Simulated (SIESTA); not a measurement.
# In3Pt5 under changes of volume

One of the cells (20.352 Å³/atom); the others are scaled copies at fixed shape and fractional positions:

```
Pt In
1.0
     4.11627    0.00000    0.00000
    -2.05813    3.56479    0.00000
     0.00000    0.00000   11.09572
Pt In
5 3
Direct
  0.00000 0.00000 0.00000
  0.33333 0.66667 0.87916
  0.33333 0.66667 0.37322
  0.33333 0.66667 0.62678
  0.33333 0.66667 0.12084
  0.66667 0.33333 0.76521
  0.66667 0.33333 0.23479
  0.00000 0.00000 0.50000
```

The cell comes from a database or a generator and needn't be the stable form of this composition.

| Item | Value |
| --- | --- |
| Program | SIESTA 5.4.2 |
| Functional | LDA |
| Potentials or basis | PseudoDojo 0.4 standard (LDA files) |
| Basis | DZP (energy shift 0.003 Ry; two zetas on semicore shells) |
| Grid cutoff | 800 Ry |
| Energy shift | 0.003 Ry |
| k mesh | 6 × 6 × 2 |
| Occupations | fermi-dirac, width 0.05 eV |
| Spin | no spin polarisation |

```csv
volume (Å³/atom),energy over the lowest point (meV/atom),pressure (GPa),largest force (eV/Å)
19.131,0.00,1.0,0.121
19.538,1.83,-2.4,0.100
19.945,11.62,-5.3,0.086
20.352,28.39,-7.9,0.109
20.759,?,?,?
21.166,79.55,-12.1,0.225
21.573,112.48,-13.8,0.275
```

What does the run at 20.759 Å³/atom give?

Energy over the lowest point 51.28 meV/atom; pressure -10.1 GPa; largest force 0.169 eV/Å.

Worked out: A Birch-Murnaghan fit of order 3 (a polynomial in V^(-2/3)) to the other rows has its minimum at 19.25 Å³/atom with B0 = V·E''(V) = 163 GPa and B' = 5.2 at fixed shape and positions, which overstates the stiffness. It gives 51.29 meV/atom at 20.759 Å³/atom, against the run's 51.28, and -dE/dV = -10.1 GPa, against -10.1.

Energies are extrapolated to zero smearing.

Caveats: short orbitals over semicore shells can move pressures by several GPa; the basis of atomic orbitals isn't converged, which shifts pressures, moduli and gaps.
